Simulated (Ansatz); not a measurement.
Run this with Ansatz 0.2.0 through its Python package and show what comes out.

Input file `ch3clfge.xyz`:
```text
7

C    -0.10190    0.80710   -0.22970
Ge    0.54570   -0.96330   -0.16380
F     1.46270   -1.15650    1.28920
Cl   -1.02350   -2.35510   -0.15750
H    -0.74720    0.96990   -1.18460
H    -0.79350    1.05400    0.64180
H     0.71890    1.57590   -0.24120
```

Script `ch3clfge.py`:
```python
'''Response of CH3ClFGe to a pair of distant point charges.'''

import logging
import sys
import warnings

import ansatz
import numpy as np

logging.basicConfig(stream=sys.stdout, format='%(levelname)s %(message)s')
log = logging.getLogger('run')
log.setLevel(logging.INFO)

BASIS = 'def2-SVPD'
LEVEL = 'MP2'


def main() -> None:
    warnings.simplefilter('ignore', ansatz.DeckWarning)

    geometry = ansatz.Crystal.molecule_from_extxyz('ch3clfge.xyz')

    job = (
        geometry.calculation()
        .basis(gaussian=BASIS)
        .correlation(LEVEL)
        .spin('collinear', total=1)
        .forces()
    )
    # charges +q and -q at -R and +R make a nearly even field 2 k q / R^2 at the centre
    centre = np.mean([site.position_ang for site in geometry.cartesian_sites], axis=0)
    field = 2 * 14.399645 * 3.0 / 25.0 ** 2


    def dipole(axis, sign):
        arm = 25.0 * np.eye(3)[axis]
        pair = [{'charge': sign * 3.0, 'position_ang': (centre - arm).tolist()}, {'charge': -sign * 3.0, 'position_ang': (centre + arm).tolist()}]
        deck = job.input().set(ansatz.key.basis.gaussian.point_charges, pair)
        return np.array(ansatz.Session.from_dict(deck).plan().execute().report['charge_distribution']['dipole_moment_e_ang'])


    log.info(f'field {field:.4f} V/A')
    alpha = np.array([(dipole(axis, 1) - dipole(axis, -1)) / (2 * field) * 14.399645 for axis in range(3)])
    log.info('polarisability tensor (A^3)')
    print(np.array2string(alpha, precision=3, suppress_small=True))
    log.info(f'mean {np.trace(alpha) / 3:.3f} A^3 = {np.trace(alpha) / 3 / 0.14818471:.2f} bohr^3')


if __name__ == '__main__':
    main()
```

Output of `python ch3clfge.py`:
```text
INFO field 0.1382 V/A
INFO polarisability tensor (A^3)
[[ 8.481  0.721  0.227]
 [ 0.752  9.761 -0.174]
 [ 0.232 -0.18   7.12 ]]
INFO mean 8.454 A^3 = 57.05 bohr^3
```

The geometry is a force-field or estimated start, not a minimum of this method, and the basis set is short of its limit. The field of two point charges is only nearly even. The species is open-shell (spin multiplicity 2). Wall time of the script: 120 s on 1 thread of Arm Neoverse V1, with other jobs on the host, peak memory 0.56 GiB.

(Lines on the test bed's own set-up are left out of the output.)
